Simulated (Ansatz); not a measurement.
# CdInS2O: one candidate of a structure search

Where does this trial cell of CdInS2O go when cell and atoms are let free?

Program: Ansatz 0.2.0. Level of theory: DFT PBE, scalar-relativistic, plane waves, PAW. These are calculated values, not measurements.

1 further run of the same task is left out (it didn't finish).

### 1 The starting structure

Symmetry: P4/mmm, No. 123, tetragonal system. Conventional cell: a = 4.704 Å, b = 4.704 Å, c = 4.704 Å, α = 90.00°, β = 90.00°, γ = 90.00°. Around Cd (site symmetry 4/mmm) lie 8 S at 3.33 Å and 4 O at 3.33 Å. Around In (site symmetry 4/mmm) lie 4 S at 2.35 Å and 2 O at 2.35 Å. S (site symmetry mmm) has 2 In at 2.35 Å and 4 Cd at 3.33 Å as nearest neighbours. O (site symmetry 4/mmm) has 2 In at 2.35 Å and 4 Cd at 3.33 Å as nearest neighbours.

As a file:

```
CELL_PARAMETERS angstrom
4.70401 0.00000 0.00000
0.00000 4.70401 0.00000
0.00000 0.00000 4.70401
ATOMIC_POSITIONS crystal
Cd 0.50000 0.50000 0.50000
In 0.00000 0.00000 0.00000
S 0.50000 0.00000 0.00000
S 0.00000 0.50000 0.00000
O 0.00000 0.00000 0.50000
```

Recipe of the guess: ordered mixture on the anion sites of perovskite (P4/mmm, No. 123). Lengths come from tabulated atomic sizes and are only a guess.

### 2 Probe: one point on a coarse mesh

input.yaml reads:

```yaml
crystal:
  lattice:
    - [4.70400551, 0.0, 0.0]
    - [0.0, 4.70400551, 0.0]
    - [0.0, 0.0, 4.70400551]
  atoms:
    - { symbol: Cd, position: [0.5, 0.5, 0.5] }
    - { symbol: In, position: [0.0, 0.0, 0.0] }
    - { symbol: S, position: [0.5, 0.0, 0.0] }
    - { symbol: S, position: [0.0, 0.5, 0.0] }
    - { symbol: O, position: [0.0, 0.0, 0.5] }
basis:
  ecutwfc: 420
kpoints:
  mp_grid: { grid: [4, 4, 4] }
hamiltonian:
  xc: pbe
scf:
  occupations: { method: gaussian, width: 0.1 }
  lower_state_search: "off"
output:
  forces: true
  stress: true
  eigenvalues: true
```

On the command line:

```sh
ansatz run input.yaml --threads 1 --pin off --max-ram 2048MiB --backend cpu --events-out ev --progress --plain --runs-dir out
```

The session goes on with these runs: spin check on a coarse mesh; a loose first relaxation; full relaxation.

Before running it: what results should come out? Wanted: conventional cell; volume; energy over the elements; gap on the mesh; total moment.

The runs gave:

| quantity | value |
| --- | --- |
| symmetry at the end (tolerance 0.05 Å) | space group P4/mmm (No. 123) |
| conventional cell | a = 5.155 Å, b = 5.155 Å, c = 4.004 Å, α = 90.00°, β = 90.00°, γ = 90.00° |
| volume | 21.28 Å³/atom |
| energy over the elements (uncorrected; H, N, O, F and Cl as molecules) | -0.03 eV/atom |
| gap on the mesh | none (metal) |
| total moment | 0.97 μB/cell |

In words: The space group P4/mmm (No. 123) is kept, and the volume per atom grows by 2.2 % from the first guess. The formation energy of this structure is too near zero to say whether it is bound against the elements. No finished test with a distortion of lower symmetry is shown, so the end may be a saddle point. An odd count of electrons in a cell without spin polarisation forces a partly filled band, so those cells are metals by count; spin or a larger cell could change that. Other magnetic orders were not searched.
